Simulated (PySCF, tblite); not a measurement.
# C₆H₄BF₂O radical: geometry, infrared bands and EPR parameters

Aim: predict the infrared bands and EPR parameters of C₆H₄BF₂O radical (`[O]c1cccc(B(F)F)c1`).

The runs use tblite 0.8.0 and PySCF 2.14.0, with density-fitted response routines of our own; the level of theory stands in each step. All values are computed, except where a source is named. Atoms count from 0, in the outputs and in this text.

## (1) The molecule as given

14 atoms, charge 0, multiplicity 2; geometry from: force field or distance geometry start.

Bonds of the start (Å): O0–C1 1.38, C1–C2 1.40, C2–C3 1.38, C3–C4 1.40, C4–C5 1.40, C5–B6 1.58, B6–F7 1.45, B6–F8 1.44, C5–C9 1.40, C9–C1 1.40, C2–H10 1.09, C3–H11 1.09, C4–H12 1.08, C9–H13 1.09.

## (2) Geometry optimisation with GFN2-xTB

What the job is given:

```
{"job": {"kind": "relax", "xc": "GFN2-xTB", "basis": "xTB"}, "charge": 0, "multiplicity": 2}
O     -2.172000     2.164500     0.286500
C     -1.371800     1.054800     0.134400
C     -1.930400    -0.221900     0.012800
C     -1.122900    -1.335100    -0.143200
C      0.268100    -1.204000    -0.137200
C      0.846300     0.068000    -0.012400
B      2.415800     0.232000    -0.024300
F      3.273900    -0.924300    -0.165000
F      3.022200     1.532500     0.119100
C      0.020900     1.194100     0.139200
H     -3.019100    -0.334000     0.014800
H     -1.570800    -2.326900    -0.237200
H      0.880900    -2.084400    -0.247300
H      0.458100     2.184100     0.237600
```

Command:

```sh
OMP_NUM_THREADS=1 python probes_run.py task.json out
```

This one command runs all jobs of the session in turn.

Standard output:

```text
step      E/eV     max force
  0    -806.41361    5.582
  1    -807.23381    2.331
  2    -807.38038    1.253
  3    -807.42719    1.076
  4    -807.45043    0.389
  5    -807.45690    0.181
  6    -807.45835    0.077
  7    -807.45897    0.069
  8    -807.45933    0.074
  9    -807.45969    0.040
 10    -807.45985    0.025
 11    -807.45990    0.016
 12    -807.45992    0.016
 13    -807.45994    0.015
 14    -807.45997    0.015
 15    -807.45999    0.013
 16    -807.46001    0.013
 17    -807.46003    0.016
 18    -807.46006    0.022
 19    -807.46010    0.020
 20    -807.46013    0.013
 21    -807.46014    0.009
```

Wall time 0.13 s (1 thread of Arm Neoverse V1, shared host).

Relaxation path:

```csv
step,energy from step 0 (eV),largest force (eV/Å)
0,0.0000,5.5816
1,-0.8202,2.3313
2,-0.9668,1.2531
3,-1.0136,1.0763
4,-1.0368,0.3891
5,-1.0433,0.1807
6,-1.0447,0.0767
7,-1.0454,0.0689
8,-1.0457,0.0738
9,-1.0461,0.0396
10,-1.0462,0.0251
11,-1.0463,0.0159
12,-1.0463,0.0156
13,-1.0463,0.0153
14,-1.0464,0.0152
15,-1.0464,0.0133
16,-1.0464,0.0128
17,-1.0464,0.0159
18,-1.0465,0.0220
19,-1.0465,0.0203
20,-1.0465,0.0126
21,-1.0465,0.0094
```

Distances of close pairs at the start and the end, largest changes first:

```csv
bond,before (Å),after (Å),change (Å)
O0–C1,1.377,1.235,-0.141
B6–F7,1.447,1.318,-0.129
B6–F8,1.442,1.315,-0.127
C1–C2,1.399,1.452,+0.053
C1–C9,1.400,1.452,+0.053
C5–C9,1.404,1.380,-0.025
C2–C3,1.384,1.368,-0.016
C5–B6,1.578,1.562,-0.016
```

The end geometry stands in the next job.

## (3) Vibrational analysis with GFN2-xTB

What the job is given:

```
{"job": {"kind": "ir", "xc": "GFN2-xTB", "basis": "xTB"}, "charge": 0, "multiplicity": 2}
O     -2.126197     2.089729     0.274071
C     -1.402891     1.096055     0.147976
C     -1.947289    -0.242801     0.005790
C     -1.130296    -1.330925    -0.131518
C      0.256734    -1.184001    -0.139135
C      0.857626     0.086476    -0.006160
B      2.412856     0.230983    -0.018520
F      3.220752    -0.801701    -0.151131
F      3.024094     1.389377     0.101065
C      0.045963     1.193318     0.133666
H     -3.022833    -0.337046     0.012178
H     -1.555816    -2.318874    -0.236195
H      0.891497    -2.050257    -0.250025
H      0.475122     2.179193     0.235771
```

Standard output:

```text
mode    cm-1     km/mol
  1      47.6      1.45
  2     111.6      3.23
  3     114.1      3.13
  4     154.3      4.30
  5     295.1      4.15
  6     337.5      3.82
  7     355.4      4.54
  8     416.8      7.52
  9     467.8      2.97
 10     497.0      5.88
 11     526.3     27.75
 12     591.1    114.92
 13     625.3      0.10
 14     677.9      1.59
 15     703.9      8.17
 16     787.7     12.87
 17     885.6      5.41
 18     885.8      3.47
 19     924.5      0.70
 20     947.3      8.83
 21    1076.1     16.86
 22    1105.9      1.28
 23    1171.3      2.65
 24    1217.8      4.86
 25    1254.6    176.34
 26    1277.1    370.04
 27    1291.0    268.94
 28    1344.0     78.57
 29    1386.9      5.24
 30    1499.0     50.47
 31    1536.3     45.19
 32    1554.2    164.58
 33    3074.7     13.00
 34    3095.0      1.74
 35    3096.0      5.51
 36    3099.8      5.58
```

Wall time 0.43 s (1 thread of Arm Neoverse V1, shared host).

The strongest bands and the atoms that carry them (share of the mass-weighted mode):

```csv
cm⁻¹,km/mol,atoms
591,114.9,"B6 45 %, C5 35 %"
1255,176.3,"B6 19 %, C1 18 %, C9 17 %, H13 13 %"
1277,370.0,"B6 57 %, F7 18 %"
1291,268.9,"B6 52 %, F8 15 %"
1344,78.6,"C5 33 %, C2 19 %, C4 12 %, H11 11 %"
1499,50.5,"C4 28 %, C5 19 %, C9 15 %, C2 13 %"
1536,45.2,"C1 31 %, C2 17 %, C3 14 %, C9 12 %"
1554,164.6,"C1 30 %, O0 24 %, C3 17 %, C5 10 %"
```

## (4) g tensor and hyperfine couplings: B3LYP/pcH-1

The job, as its differences from that of step 3:

```diff
@@ -1,2 +1,2 @@
-{"job": {"kind": "ir", "xc": "GFN2-xTB", "basis": "xTB"}, "charge": 0, "multiplicity": 2}
+{"job": {"kind": "epr", "basis": "pcH-1"}, "charge": 0, "multiplicity": 2}
 O     -2.126197     2.089729     0.274071
```

Level: UKS B3LYP, pcH-1 on B C F H O, non-relativistic, mean-field spin-orbit, GIAO.

Standard output:

```text
UKS, coarse grid
  cycle   1  E = -530.72699385  |g| = 7.42e-01
  cycle   2  E = -528.25005023  |g| = 2.05e+00
  cycle   3  E = -530.73624408  |g| = 6.18e-01
  cycle   4  E = -530.92152449  |g| = 1.24e-01
  cycle   5  E = -530.92405039  |g| = 1.27e-01
  cycle   6  E = -530.93226009  |g| = 3.22e-02
  cycle   7  E = -530.93297903  |g| = 1.69e-02
  cycle   8  E = -530.93317303  |g| = 8.50e-03
  cycle   9  E = -530.93327251  |g| = 3.21e-03
  cycle  10  E = -530.93328057  |g| = 1.52e-03
  cycle  11  E = -530.93328158  |g| = 5.37e-04
UKS, final grid
  cycle   1  E = -530.93326728  |g| = 8.20e-04
  cycle   2  E = -530.93326648  |g| = 1.48e-03
  cycle   3  E = -530.93326768  |g| = 1.41e-04
  cycle   4  E = -530.93326769  |g| = 6.69e-05
  cycle   5  E = -530.93326769  |g| = 4.38e-05
  cycle   6  E = -530.93326769  |g| = 1.75e-05
E = -530.93326769 Eh   <S^2> = 0.7875 (exact 0.7500)
g shifts (ppm)      1          2          3
  rmc          -209       -209       -209
  gc            -14         38         43
  oz_so           2       2494       9226
  total        -220       2323       9060
hyperfine (MHz)  atom isotope    a_iso     a_fc   dipolar eigenvalues
    0   17O     -27.49     -27.49   -129.37     64.62     64.75
    1   13C     -37.23     -37.23    -13.25      3.13     10.12
    2   13C      23.08      23.08    -23.52    -22.40     45.91
    3   13C     -26.14     -26.14    -18.71      8.40     10.31
    4   13C      34.61      34.61    -31.31    -29.17     60.48
    5   13C     -24.43     -24.43    -17.72      7.91      9.81
    6   11B       3.99       3.99     -1.61      0.56      1.04
    7   19F      -1.04      -1.04     -8.31      2.89      5.42
    8   19F      -2.05      -2.05    -11.59      4.67      6.91
    9   13C      25.64      25.64    -25.93    -24.95     50.88
   10    1H     -19.82     -19.82     -9.59     -2.21     11.80
   11    1H       7.63       7.63     -2.99     -0.81      3.80
   12    1H     -25.72     -25.72    -15.25     -0.67     15.93
   13    1H     -21.82     -21.82    -10.78     -2.22     13.00
```

It took 84 s on 1 thread of Arm Neoverse V1, shared host; peak memory 0.97 GiB.

Principal g values 2.00210, 2.00464, 2.01138; g(iso) = 2.00604, against 2.00232 for a free electron.

Mean a(iso) over the nuclei that a row names, and the largest dipolar term of the row (other rows stand at the frozen geometry):

```csv
nuclei,isotope,a(iso) (MHz),"a(iso) (G, at g = 2.0023)",largest dipolar term (MHz)
C1,13C,-37.2,-13.3,-13.2
C4,13C,34.6,12.3,60.5
O0,17O,-27.5,-9.8,-129.4
C3,13C,-26.1,-9.3,-18.7
H12,1H,-25.7,-9.2,15.9
C9,13C,25.6,9.1,50.9
C5,13C,-24.4,-8.7,-17.7
C2,13C,23.1,8.2,45.9
H13,1H,-21.8,-7.8,13.0
H10,1H,-19.8,-7.1,11.8
H11,1H,7.6,2.7,3.8
B6,11B,4.0,1.4,-1.6
"F7, F8",19F,-1.5,-0.6,-11.6
```

Mulliken spin populations:

O0 0.42; C1 -0.11; C2 0.31; C3 -0.16; C4 0.40; C5 -0.16; B6 0.00; F7 0.00; F8 0.00; C9 0.35; H10 -0.01; H11 0.01; H12 -0.02; H13 -0.02

In first order the couplings over 0.8 MHz of 1H, 11B, 19F give 192 distinct lines over 32.1 G, if the averaged nuclei exchange fast; the same motion can average rows kept apart here too.

Orbitals, density, ELF and potential are computed afterwards from the orbital file.

ELF in a plane through or near 14 of the atoms.

Values, 10 rows by 14 columns:
```
0.00 0.00 0.00 0.00 0.00 0.00 0.00 0.00 0.00 0.00 0.00 0.00 0.00 0.00
0.00 0.00 0.00 0.00 0.00 0.00 0.01 0.00 0.15 0.20 0.03 0.00 0.00 0.00
0.00 0.00 0.00 0.04 0.00 0.57 0.99 0.05 0.74 0.89 0.70 0.16 0.00 0.00
0.00 0.01 0.40 0.84 0.61 0.12 0.99 0.59 0.47 0.77 0.80 0.20 0.00 0.00
0.00 0.03 0.66 0.73 0.60 0.41 0.88 0.51 0.42 0.80 0.27 0.42 0.02 0.00
0.00 0.00 0.13 0.49 0.47 0.93 0.30 0.21 0.44 0.72 1.00 1.00 0.24 0.00
0.00 0.04 0.72 0.36 0.67 0.04 0.50 0.45 0.80 0.56 0.09 0.18 0.01 0.00
0.00 0.00 0.08 0.35 0.13 0.72 1.00 0.30 0.83 1.00 0.51 0.00 0.00 0.00
0.00 0.00 0.00 0.00 0.00 0.31 0.77 0.01 0.25 0.91 0.14 0.00 0.00 0.00
0.00 0.00 0.00 0.00 0.00 0.00 0.00 0.00 0.00 0.00 0.00 0.00 0.00 0.00
```
The map spans 11.5 Å across and 9.7 Å up, centred on the molecule. Atoms in the plane (x, y in Å): O0 (2.0, 2.3), C1 (1.3, 1.2), C2 (2.0, -0.1), C3 (1.2, -1.2), C4 (-0.2, -1.2), C5 (-0.9, 0.0), B6 (-2.4, 0.0), F7 (-3.1, -1.1), F8 (-3.1, 1.2), C9 (-0.1, 1.2), H10 (3.0, -0.1), H11 (1.7, -2.2), H12 (-0.7, -2.1), H13 (-0.6, 2.1).

log10 of the density (e/Å³) in the same plane.

Ten even steps from ' ' (-4.0) to '@' (1.7):
```
                                                        
                                ..::::....              
                    ..........::--------::::            
                ....::--------==++++++++====::          
        ..::----::::--==++++====++####**++==--..        
    ..::==++++++======**##**++++**%%@@%%**++==::        
    ::==++**####**==++**####****####%%##**++--::        
    ::==**%%@@%%##++++**##@@####%%@@##**++==--::..      
    ::==**##%%%%##******##############**++++==--::      
    ::--==++**##@@####%%%%##**++**##%%####**++==::..    
    ::--++****##%%######%%##**++**##@@######++==::..    
    ::==**##%%%%##******##############****++==--::..    
    ::==**%%@@%%**++++**##@@####@@##**++====--::..      
    ::--++******++==++**####****####**++==--::..        
      ::--==++======++**##**++++**####++==--..          
        ..::::::::::====++++====++++++==--::..          
                ..::::------------====--::..            
                    ..............::::....              
                                                        
                                                        
```
The map spans 11.5 Å across and 9.7 Å up, centred on the molecule. Atoms in the plane (x, y in Å): O0 (2.0, 2.3), C1 (1.3, 1.2), C2 (2.0, -0.1), C3 (1.2, -1.2), C4 (-0.2, -1.2), C5 (-0.9, 0.0), B6 (-2.4, 0.0), F7 (-3.1, -1.1), F8 (-3.1, 1.2), C9 (-0.1, 1.2), H10 (3.0, -0.1), H11 (1.7, -2.2), H12 (-0.7, -2.1), H13 (-0.6, 2.1).

On the surface of density 0.002 e/bohr³ the electrostatic potential runs, from the 1st to the 99th percentile, from -1.57 V near O0 to 1.79 V near B6.

The spin density lies nearest to O0 26 %; C4, C9 about 17 % each; C2 14 %.

## (5) Results

```
                                                                  quantity                  value
                                 strongest single infrared mode (GFN2-xTB)  1277 cm⁻¹, 370 km/mol
                                              zero-point energy (GFN2-xTB)          54.9 kcal/mol
                                                            g(iso) (B3LYP)                2.00604
                                                                      ⟨S²⟩     0.787 (exact 0.75)
                                        largest a(iso) (averaged by class)   13C on C1, -37.2 MHz
potential on the surface of density 0.002 e/bohr³, 1st and 99th percentile     -1.57 V and 1.79 V
```

Relaxing lowered the energy by 1.047 eV in 21 steps; the close pair that moved most is O0–C1, from 1.377 to 1.235 Å. All 36 modes are real, so the xTB geometry is a minimum. The strongest single mode, at 1277 cm⁻¹, moves mainly B6. Unscaled tight-binding wavenumbers are off by several per cent, some by more. Its intensities can rank the bands wrongly. The largest spin populations lie on O0 (0.42 e), C4 (0.40 e), C9 (0.35 e), C2 (0.31 e). The isotropic g lies 3.7 ppt above the free-electron value. The conformer search found further structures of the same energy, which may be mirror or relabelled copies of this one.
